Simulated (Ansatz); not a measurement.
# LiBe in Ansatz: convergence with k mesh

Crystal: LiBe.

```
Be Li
1.0
     2.81115    0.00000    0.00000
     0.00000    2.81115    0.00000
     0.00000    0.00000    2.81115
Be Li
1 1
Direct
  0.48367 0.50987 0.52702
  0.99911 0.00168 0.97500
```

The cell comes from a database or a generator and needn't be the stable form of this composition.

The cell isn't the ideal one: atoms moved at random, drawn with an rms of 0.05 Å.

```yaml
Program: Ansatz 0.2.0
Task: convergence study
Functional: LDA
Potentials_or_basis: PseudoDojo standard (LDA files)
Cutoff: 1197 eV
Density_cutoff: 4789 eV
k_mesh: 3 × 3 × 3
Occupations: gaussian, width 0.1 eV
Spin: no spin polarisation
```

These are the settings of the first run; the series varies k mesh, with any setting tied to it.

Hardware: 2 threads of Arm Neoverse V2 (shared host).

```
      k mesh  energy less the tightest run, at zero smearing (meV/atom)  pressure (GPa)  largest force (eV/Å)  SCF cycles  CPU time (s)  peak memory (GiB)
   3 × 3 × 3                                                     152.92           -0.57                 0.662           5          0.96               0.23
   4 × 4 × 4                                                     -60.38           -3.22                 0.640           5             2               0.26
   5 × 5 × 5                                                      19.81           -1.40                 0.663           5           3.5               0.29
   7 × 7 × 7                                                     -24.74           -2.38                 0.657           5           9.1               0.38
   8 × 8 × 8                                                       3.66           -2.10                 0.665           5            16               0.44
11 × 11 × 11                                                      -1.59           -2.10                 0.660           5            37               0.73
13 × 13 × 13                                                      -7.64           -2.33                 0.661           5            61                  1
15 × 15 × 15                                                       0.00           -2.15                 0.656           5            94                1.5
```

Not settled before the last step: the energy (to 1 meV/atom), the pressure (to 0.1 GPa), the largest force (to 0.005 eV/Å). Meshes of other sizes hit other points, so gaps and Fermi surfaces needn't settle smoothly. The tightest run that finished is the yardstick and may itself not be fully converged.
